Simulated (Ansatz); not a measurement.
# Nb: the cost of one run

Computed with Ansatz 0.2.0 (DFT PBEsol, scalar-relativistic, plane waves, PAW, unless a step's input says otherwise).

### 1 Starting point

Symmetry: Fd-3m, No. 227, cubic system. Conventional cell: a = 5.505 Å, b = 5.505 Å, c = 5.505 Å, α = 90.00°, β = 90.00°, γ = 90.00°. Nb (site symmetry -43m) has 4 Nb at 2.38 Å as nearest neighbours.

Structure file:

```cif
data_structure
_symmetry_space_group_name_H-M 'Fd-3m:1'
_symmetry_Int_Tables_number 227
_cell_length_a 5.5055
_cell_length_b 5.5055
_cell_length_c 5.5055
_cell_angle_alpha 90.000
_cell_angle_beta 90.000
_cell_angle_gamma 90.000
_cell_volume 166.87
loop_
_atom_site_label
_atom_site_type_symbol
_atom_site_symmetry_multiplicity
_atom_site_Wyckoff_symbol
_atom_site_fract_x
_atom_site_fract_y
_atom_site_fract_z
_atom_site_occupancy
Nb1 Nb 8 a 0.50000 0.00000 0.50000 1
```

This is candidate A: diamond type (Fd-3m, No. 227).

(A quick probe on a coarse mesh, which set the mesh and smearing, is not shown.)

### 3 Rough relaxation on the coarse mesh (candidate A)

input.yaml reads:

```yaml
crystal:
  lattice:
    - [0.0, 2.752735342, 2.752735342]
    - [2.752735342, 0.0, 2.752735342]
    - [2.752735342, 2.752735342, 0.0]
  atoms:
    - { symbol: Nb, position: [0.5, 0.5, 0.5] }
    - { symbol: Nb, position: [0.75, 0.75, 0.75] }
basis:
  ecutwfc: 420
kpoints:
  mp_grid: { grid: [6, 6, 6] }
hamiltonian:
  xc: pbesol
scf:
  occupations: { method: gaussian, width: 0.1 }
  lower_state_search: "off"
output:
  forces: true
  stress: true
  eigenvalues: true
relax:
  adjacent_minimum: "off"
  f_tol: 0.04
  max_steps: 70
  cell: { stress_tol: 0.4 }
```

**Question.** How long does this run take on 1 thread of an x86-64 CPU, shared host, and how much memory does it need?

About 2.4 s, with a peak of 0.36 GiB.
